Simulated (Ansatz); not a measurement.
Here is an Ansatz input file for RbZrCu₃Se₄, space group P-43m. Write the same calculation for the Python package.

```yaml
crystal:
  lattice:
    - [6.348923, 0.0, 0.0]
    - [0.0, 6.348923, 0.0]
    - [0.0, 0.0, 6.348923]
  atoms:
    - { symbol: Rb, position: [0.5, 0.5, 0.5] }
    - { symbol: Zr, position: [0.0, 0.0, 0.0] }
    - { symbol: Cu, position: [0.0, 0.5, 0.0] }
    - { symbol: Cu, position: [0.0, 0.0, 0.5] }
    - { symbol: Cu, position: [0.5, 0.0, 0.0] }
    - { symbol: Se, position: [0.227433, 0.227433, 0.227433] }
    - { symbol: Se, position: [0.772567, 0.772567, 0.227433] }
    - { symbol: Se, position: [0.227433, 0.772567, 0.772567] }
    - { symbol: Se, position: [0.772567, 0.227433, 0.772567] }
kpoints:
  mp_grid:
    kspacing: 0.4
hamiltonian:
  xc: pbesol
scf:
  occupations:
    method: gaussian
    width: 0.2
  algorithm: density_mixing
basis:
  ecutwfc: "550 eV"
output:
  forces: true
```

Script `run_deck.py`:
```python
import ansatz as az

config = {
    "crystal": {
        "lattice": [[6.348923, 0.0, 0.0], [0.0, 6.348923, 0.0], [0.0, 0.0, 6.348923]],
        "atoms": [
            {"symbol": "Rb", "position": [0.5, 0.5, 0.5]},
            {"symbol": "Zr", "position": [0.0, 0.0, 0.0]},
            {"symbol": "Cu", "position": [0.0, 0.5, 0.0]},
            {"symbol": "Cu", "position": [0.0, 0.0, 0.5]},
            {"symbol": "Cu", "position": [0.5, 0.0, 0.0]},
            {"symbol": "Se", "position": [0.227433, 0.227433, 0.227433]},
            {"symbol": "Se", "position": [0.772567, 0.772567, 0.227433]},
            {"symbol": "Se", "position": [0.227433, 0.772567, 0.772567]},
            {"symbol": "Se", "position": [0.772567, 0.227433, 0.772567]},
        ],
    },
    "kpoints": {"mp_grid": {"kspacing": 0.4}},
    "hamiltonian": {"xc": "pbesol"},
    "scf": {
        "occupations": {"method": "gaussian", "width": 0.2},
        "algorithm": "density_mixing",
    },
    "basis": {"ecutwfc": "550 eV"},
    "output": {"forces": True},
}

done = az.Session.from_dict(config).plan().execute()
summary = done.report

print(f"free energy      {summary['free_energy_ev']:.5f} eV")
print(f"per atom         {summary['free_energy_ev'] / len(done.lattice.sites):.5f} eV")
print(f"SCF iterations   {summary['n_iterations']}  (converged: {summary['converged']})")

print("forces (eV/A)")
for site, force in zip(done.lattice.sites, summary["forces_ev_ang"]):
    print(f"  {site.symbol:2s} {force[0]:9.4f} {force[1]:9.4f} {force[2]:9.4f}")
```

```console
$ python run_deck.py
free energy      -48813.47374 eV
per atom         -5423.71930 eV
SCF iterations   10  (converged: True)
forces (eV/A)
  Rb    0.0000   -0.0000   -0.0000
  Zr   -0.0000   -0.0000   -0.0000
  Cu    0.0000   -0.0000    0.0000
  Cu    0.0000   -0.0000    0.0000
  Cu    0.0000    0.0000   -0.0000
  Se   -0.3050   -0.3050   -0.3050
  Se    0.3050    0.3050   -0.3050
  Se   -0.3050    0.3050    0.3050
  Se    0.3050   -0.3050    0.3050
```

Caveats:
- These settings explore the input space; cutoff and mesh may be short of convergence.
- The structure comes from a database of computed cells and needn't be a stable or known phase.
- Run time: 14 s on 1 thread of Arm Neoverse V1, on a shared host, peak memory 0.62 GiB.

(Lines on the test bed's own set-up are left out of the output.)
